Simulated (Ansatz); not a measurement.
**CH6F2Si2: a ladder of functionals and wavefunction methods**

The task here is to estimate one member of a computed series from the others.

Computed with Ansatz 0.2.0, Gaussian basis. Level: functionals in def2-TZVPP, the program's frozen cores in correlated methods.

Levels to be run: LDA (SPW92), PBE-D4, revPBE-D4, BLYP-D4, r2SCAN-D4, B97M-V, PBE0-D4, B3LYP-D4, r2SCANh-D4, r2SCAN0-D4, HSE06-D4, BHLYP-D4, CAM-B3LYP-D4, LC-ωPBE, ωB97X-V, ωB97M-V, B2PLYP, PBE-QIDH; CCSD(T)/def2-SVP; CCSD(T)/def2-TZVPP; MP2/def2-QZVPP; extrapolation to the limit; RPA on PBE.

### The geometry

An earlier PBE0-D4 in a triple-zeta def2 set relaxation fixed the geometry.

11 atoms, charge 0, spin multiplicity 1.

Atoms are counted from 1 here; the program's logs count them from 0.

Bond lengths: C1–Si2 1.847 Å, C1–H6 1.093 Å, C1–H7 1.092 Å, C1–H8 1.092 Å, Si2–F3 1.598 Å, Si2–F4 1.598 Å, Si2–Si5 2.345 Å, Si5–H9 1.488 Å, Si5–H10 1.486 Å, Si5–H11 1.488 Å. Angles: Si2–C1–H6 110.2°, Si2–C1–H7 110.8°, Si2–C1–H8 110.8°, H6–C1–H7 108.3°, H6–C1–H8 108.3°, H7–C1–H8 108.3°, C1–Si2–F3 108.6°, C1–Si2–F4 108.6°, C1–Si2–Si5 116.4°, F3–Si2–F4 106.0°, F3–Si2–Si5 108.4°, F4–Si2–Si5 108.4°, Si2–Si5–H9 109.6°, Si2–Si5–H10 110.4°, Si2–Si5–H11 109.6°, H9–Si5–H10 109.3°, H9–Si5–H11 108.7°, H10–Si5–H11 109.3°.

Set-up of the first run:

Input file in.yaml:

```yaml
crystal:
  periodic: [false, false, false]
  atoms:
    - {symbol: C, position_ang: [-1.040911, -1.282708, 0.621380]}
    - {symbol: Si, position_ang: [0.477065, -0.598186, -0.178168]}
    - {symbol: F, position_ang: [1.752026, -1.067516, 0.662920]}
    - {symbol: F, position_ang: [0.634761, -1.260730, -1.623640]}
    - {symbol: Si, position_ang: [0.568711, 1.732096, -0.419942]}
    - {symbol: H, position_ang: [-0.976877, -2.372397, 0.681360]}
    - {symbol: H, position_ang: [-1.157022, -0.888948, 1.633800]}
    - {symbol: H, position_ang: [-1.932884, -1.021909, 0.047020]}
    - {symbol: H, position_ang: [0.480031, 2.375579, 0.918358]}
    - {symbol: H, position_ang: [1.839502, 2.135366, -1.075707]}
    - {symbol: H, position_ang: [-0.579101, 2.192552, -1.246681]}
basis:
  gaussian: {orbitals: def2-TZVPP}
hamiltonian: {xc: lda}
output: {orbitals: {seedname: orbitals}}
```

Among the steps run: LDA; PBE-D4 (GGA); revPBE-D4 (GGA); BLYP-D4 (GGA); r2SCAN-D4 (meta-GGA); B97M-V (meta-GGA); PBE0-D4 (hybrid); B3LYP-D4 (hybrid); r2SCANh-D4 (hybrid); r2SCAN0-D4 (hybrid); HSE06-D4 (hybrid); BHLYP-D4 (hybrid); CAM-B3LYP-D4 (range-separated); LC-ωPBE-D4 (range-separated; the results give it without D4); ωB97X-V (range-separated); ωB97M-V (range-separated); B2PLYP (double hybrid); PBE-QIDH (double hybrid).

One table of the session follows, with a row left open; its other results are not shown here.

It belongs to the step «Frontier levels by functional». 

```
  functional  HOMO (eV)  gap (eV)
 LDA (SPW92)      -7.15      6.05
      PBE-D4      -7.04      6.16
   revPBE-D4      -6.99      6.21
     BLYP-D4      -6.93      6.22
   r2SCAN-D4      -7.33      6.73
      B97M-V      -7.43      6.60
     PBE0-D4          ?         ?
    B3LYP-D4      -8.09      7.87
  r2SCANh-D4      -7.78      7.48
  r2SCAN0-D4      -8.47      8.59
    HSE06-D4      -7.89      7.47
    BHLYP-D4      -9.45     10.32
CAM-B3LYP-D4      -9.62     10.64
     LC-ωPBE     -10.90     13.06
     ωB97X-V     -10.58     12.60
     ωB97M-V     -10.35     12.07
```

Estimate the missing values for PBE0-D4.

As computed: HOMO (eV): -8.29; gap (eV): 8.24. In the column «HOMO (eV)» it lies between r2SCAN0-D4 (-8.47) and B3LYP-D4 (-8.09).
